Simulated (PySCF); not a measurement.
# AlSb: bond curves at several levels of theory

One table from this session's results is given with a row withheld; the runs are named, their logs left out.

The runs use PySCF 2.14.0; Al def2-SVPD, Sb def2-SVPD with ECP28, scalar-relativistic core potentials.

Set-up of the first run:

Settings of the job:

```
atoms                         : Al, Sb
charge                        : 0
basis                         : Al def2-SVPD, Sb def2-SVPD with ECP28
Hamiltonian                   : scalar-relativistic core potentials
basis functions               : 56
electrons treated             : 36
masses in u                   : 26.9815, 120.9038
levels                        : PBE0, PBE, r²SCAN, r²SCAN0, MN15, PW91, HF, MP2, SCS-MP2, CCSD, CCSD(T)
grid                          : 80 radial by 434 angular points
occupations                   : held fixed by the projection of orbital angular momentum
dissociation limit            : Al + Sb, each in its ground configuration
starting distance in angstrom : 2.560
values of 2S to try           : 0, 2, 4
```

On the command line:

```sh
$ OMP_NUM_THREADS=1 python dia.py task.json out
```

Steps of the session up to this table: Input; First curve: PBE0; Excited determinants; PBE (GGA); r²SCAN (meta-GGA); r²SCAN0 (hybrid meta-GGA); MN15 (hybrid meta-GGA); PW91; UHF (mean field); MP2 and coupled cluster.

One of the session's tables, all rows but one given; the rest of the session is left out.

Differences from CCSD(T) in the same basis:

```
      level  Re (mÅ)  ωe (%)
        UHF        ?       ?
    UHF-MP2      -12    +3.0
UHF-SCS-MP2       -3    +1.4
   UHF-CCSD       -3    +0.8
        PBE       +7    -0.4
       PW91       +5    -0.2
     r²SCAN      -12    +2.0
       PBE0      -17    +3.3
    r²SCAN0      -26    +4.3
       MN15      -37    +2.9
```

Q: Estimate the row for UHF from the others.

As computed: Re (mÅ): +5; ωe (%): +1.5.
